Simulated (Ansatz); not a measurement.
# Cl3FH2Zr: the cost of one run

Method: RKS r2SCAN-D4/def2-SVP, in Ansatz 0.2.0.

## (1) The starting structure

Bond lengths: Zr1–F2 2.330 Å, Zr1–Cl3 2.520 Å, Zr1–Cl4 2.518 Å, Zr1–Cl5 2.518 Å, Zr1–H6 2.150 Å, Zr1–H7 2.262 Å. Angles (14 of 15 angles, heavy atoms first): F2–Zr1–Cl3 109.5°, F2–Zr1–Cl4 109.5°, F2–Zr1–Cl5 109.5°, Cl3–Zr1–Cl4 109.5°, Cl3–Zr1–Cl5 109.5°, Cl4–Zr1–Cl5 109.5°, F2–Zr1–H6 71.6°, F2–Zr1–H7 41.0°, Cl3–Zr1–H6 178.9°, Cl3–Zr1–H7 150.4°, Cl4–Zr1–H6 70.0°, Cl4–Zr1–H7 86.7°, Cl5–Zr1–H6 70.0°, Cl5–Zr1–H7 86.7°.

Structure file:

```xyz
7

Zr    0.0000    0.0000    0.0000
F     0.0000    0.0000    2.3300
Cl    2.3764    0.0000   -0.8392
Cl   -1.1869    2.0563   -0.8392
Cl   -1.1869   -2.0563   -0.8392
H    -2.0403    0.0000    0.6779
H    -1.4831    0.0000    1.7078
```

## (2) Pulling towards end A

Springs on the bonds that form and break draw the guess towards this end; the thresholds are loose.

The input, input.yaml:

```yaml
crystal:
  periodic: [false, false, false]
  atoms:
    - { symbol: Zr, position_ang: [0.0, 0.0, 0.0] }
    - { symbol: F, position_ang: [0.0, 0.0, 2.33] }
    - { symbol: Cl, position_ang: [2.3764, 0.0, -0.8392] }
    - { symbol: Cl, position_ang: [-1.1869, 2.0563, -0.8392] }
    - { symbol: Cl, position_ang: [-1.1869, -2.0563, -0.8392] }
    - { symbol: H, position_ang: [-2.0403, 0.0, 0.6779] }
    - { symbol: H, position_ang: [-1.4831, 0.0, 1.7078] }
basis:
  gaussian: { orbitals: def2-SVP }
hamiltonian:
  xc: r2scan
  dispersion: d4
relax:
  f_tol: 0.15
  max_steps: 25
  restrain:
    - { distance: [0, 5], at: 3.05, k: 30.0 }
    - { distance: [6, 1], at: 2.12, k: 30.0 }
    - { distance: [0, 1], at: 1.98, k: 30.0 }
    - { distance: [6, 5], at: 0.66, k: 30.0 }
```

Command:

```bash
ansatz run input.yaml --threads 4 --pin off --max-ram 5120MiB --backend cpu --events-out ev --progress --plain --runs-dir out
```

What time and memory should one allow on 4 threads of Arm Neoverse V1, shared host?

About 29 s, with a peak of 0.21 GiB.
